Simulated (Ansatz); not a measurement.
# B2PLYP/cc-pVDZ run of C3H4AlF (SMILES C#[C][Al]([CH3])[F])

Aim: the electronic atomisation energy of C3H4AlF at B2PLYP/cc-pVDZ, from 5 runs. 

The calculation is run with Ansatz 0.2.0.

60 further runs of the same task are left out: 60 set aside as unsound or not needed.

### 1 Starting point

The species is C3H4AlF (9 atoms), meant as a singlet with charge 0. As SMILES, `C#[C][Al]([CH3])[F]`. The shape is that of a PBE0-D4/def2-TZVP optimisation.

Bond lengths: C1–C2 1.210 Å, C2–Al3 1.900 Å, Al3–C4 1.931 Å, Al3–F5 1.650 Å, C1–H6 1.067 Å, C4–H7 1.094 Å, C4–H8 1.094 Å, C4–H9 1.092 Å. Some angles: C1–C2–Al3 177.8°, C2–Al3–C4 124.6°, C2–Al3–F5 116.1°, C4–Al3–F5 119.2°, C2–C1–H6 179.6°, Al3–C4–H7 110.8°, Al3–C4–H8 110.9°, Al3–C4–H9 112.0°, H7–C4–H8 106.6°, H7–C4–H9 108.1°.

### 2 A single-point energy at B2PLYP/cc-pVDZ

The input, job.yaml:

```yaml
crystal:
  periodic: [false, false, false]
  atoms:
    - {symbol: C, position_ang: [0.214800, 2.769900, 0.344200]}
    - {symbol: C, position_ang: [0.305500, 1.631300, -0.055000]}
    - {symbol: Al, position_ang: [0.406600, -0.178300, -0.626600]}
    - {symbol: C, position_ang: [-0.438400, -1.662200, 0.274100]}
    - {symbol: F, position_ang: [1.286200, -0.460300, -1.993400]}
    - {symbol: H, position_ang: [0.139200, 3.776200, 0.690400]}
    - {symbol: H, position_ang: [-1.159600, -2.156900, -0.383600]}
    - {symbol: H, position_ang: [0.298900, -2.419800, 0.555700]}
    - {symbol: H, position_ang: [-0.964600, -1.346100, 1.177300]}
basis:
  gaussian:
    orbitals: cc-pVDZ
hamiltonian:
  xc: {name: B2PLYP}
correlation:
  frozen_orbitals: {Al: 5, C: 1, F: 1, H: 0}
accuracy: high
output: {orbitals: {seedname: orbitals}}
```

The run is started by

```bash
$ ansatz run job.yaml --threads 1 --pin off --max-ram 3480MiB --events-out events.jsonl --progress --plain --runs-dir runs
```

Output:

```text
Warning: RAYON_NUM_THREADS=1 ignored (pool sized by the plan → 1); use --threads N
Functional definition: B2PLYP
  name "B2PLYP"
  parameter a = 0.53
  parameter c = 0.27
  exchange = (1 - a)*b88_x + a*exact_x
  correlation = (1 - c)*lyp_c + c*(mp2_os + mp2_ss)
2085 factors; integrals over basis functions are off by at most 7.7e-9 eV
mean field evaluation 1: about -12469.9574 eV, gradient 5.2e1 eV
mean field evaluation 2: about -12470.4030 eV, gradient 5.2e1 eV
mean field evaluation 4: about -12476.2396 eV, gradient 5.5e0 eV
mean field evaluation 8: about -12476.3195 eV, gradient 2.7e-1 eV
mean field evaluation 16: about -12476.3197 eV, gradient 6.9e-4 eV
mean field -12476.31974069 eV, -458.4962937171 hartree, gradient 1.4e-8 eV, S^2 0.000000; 0 other end points of the search recorded, 0 dependent functions left out
9 core orbitals not correlated: weight in the atoms' cores, before any rotation towards them, 1.000 or more for the frozen orbitals, at most 0.000 for the correlated occupied ones
reference -12476.31976838 eV, -458.4962947346 hartree; 13, 13 occupied and 72, 72 virtual orbitals, 2085 factors
second order -21.41263047 eV of doubles, -0.00000000 eV of singles
Total energy: -12482.10117860 eV, -458.7087576417 hartree
```

Run time: 7.2 s. Hardware: 1 thread of AMD EPYC 9R45 (Zen 5), shared host; peak memory 0.33 GiB.

### 3 The Al atom at the same level

The input, input.yaml:

```yaml
basis:
  gaussian:
    orbitals: cc-pVDZ
crystal:
  periodic: [false, false, false]
  atoms:
    - {symbol: Al, position_ang: [0.000000, 0.000000, 0.000000]}
total_charge: 0
magnetization:
  spin_polarized: true
  initial_magnetization: 1
hamiltonian:
  xc: {name: B2PLYP}
correlation:
  frozen_orbitals: {Al: 5}
accuracy: high
```

Run the same way, it converges to -242.24435 Eh (log not shown).

### 4 The C atom, same level

The input, input.yaml:

```yaml
crystal:
  periodic: [false, false, false]
  atoms:
    - {symbol: C, position_ang: [0.000000, 0.000000, 0.000000]}
basis:
  gaussian:
    orbitals: cc-pVDZ
hamiltonian:
  xc: {name: B2PLYP}
magnetization:
  spin_polarized: true
  initial_magnetization: 2
accuracy: high
correlation:
  frozen_orbitals: {C: 1}
```

The run is started by

```bash
$ ansatz run input.yaml --threads 1 --pin off --max-ram 3480MiB --events-out events.jsonl --progress --plain --runs-dir runs
```

Output, cut to the lines that bear on the results:

```text
Warning: RAYON_NUM_THREADS=1 ignored (pool sized by the plan → 1); use --threads N
[... 2 set-up lines as earlier in the session ...]
[...]
96 factors; integrals over basis functions are off by at most 2.2e-9 eV
[...]
mean field -1028.55018713 eV, -37.7985222006 hartree, gradient 1.3e-8 eV, S^2 2.003699; 0 other end points of the search recorded, 0 dependent functions left out
1 core orbitals not correlated: weight in the atoms' cores, before any rotation towards them, 1.000 or more for the frozen orbitals, at most 0.000 for the correlated occupied ones
reference -1028.55020045 eV, -37.7985226900 hartree; 3, 1 occupied and 10, 12 virtual orbitals, 96 factors
second order -1.75745877 eV of doubles, -0.00000000 eV of singles
Total energy: -1029.02471432 eV, -37.8159607531 hartree
```

Run time: 0.2 s. Hardware: 1 thread of AMD EPYC 9R45 (Zen 5), shared host.

### 5 The F atom

The input, molecule.yaml:

```yaml
crystal:
  periodic: [false, false, false]
  atoms:
    - {symbol: F, position_ang: [0.000000, 0.000000, 0.000000]}
basis:
  gaussian:
    orbitals: cc-pVDZ
correlation:
  frozen_orbitals: {F: 1}
hamiltonian:
  xc: {name: B2PLYP}
accuracy: high
magnetization:
  spin_polarized: true
  initial_magnetization: 1
```

Run the same way, it converges to -99.66092 Eh (log not shown).

### 6 The H atom at the same level

The input, run.yaml:

```yaml
crystal:
  periodic: [false, false, false]
  atoms:
    - symbol: H
      position_ang: [0.000000, 0.000000, 0.000000]
basis:
  gaussian:
    orbitals: cc-pVDZ
magnetization:
  spin_polarized: true
  initial_magnetization: 1
hamiltonian:
  xc: {name: B2PLYP}
correlation:
  frozen_orbitals: {H: 0}
accuracy: high
```

Run the same way, it converges to -0.49793 Eh (log not shown).

### 7 Results

Level: B2PLYP/cc-pVDZ, 9 core orbitals frozen.

| quantity | value |
| --- | --- |
| molecule: total energy | -458.70876 Eh |
| molecule: HOMO energy (SCF part's orbitals) | -9.16 eV |
| molecule: LUMO energy (SCF part's orbitals) | 0.03 eV |
| molecule: HOMO–LUMO gap (SCF part's orbitals) | 9.19 eV |
| Al atom: total energy | -242.24435 Eh |
| Al atom: ⟨S²⟩ | 0.757 |
| C atom: total energy | -37.81596 Eh |
| C atom: ⟨S²⟩ | 2.004 |
| F atom: total energy | -99.66092 Eh |
| F atom: ⟨S²⟩ | 0.751 |
| H atom: total energy | -0.49793 Eh |
| H atom: ⟨S²⟩ | 0.750 |
| electronic atomisation energy | 37.114 eV |

**Reading.** Taking the molecule apart into free atoms costs 37.11 eV (3581 kJ/mol), before zero-point energy and without spin-orbit coupling.
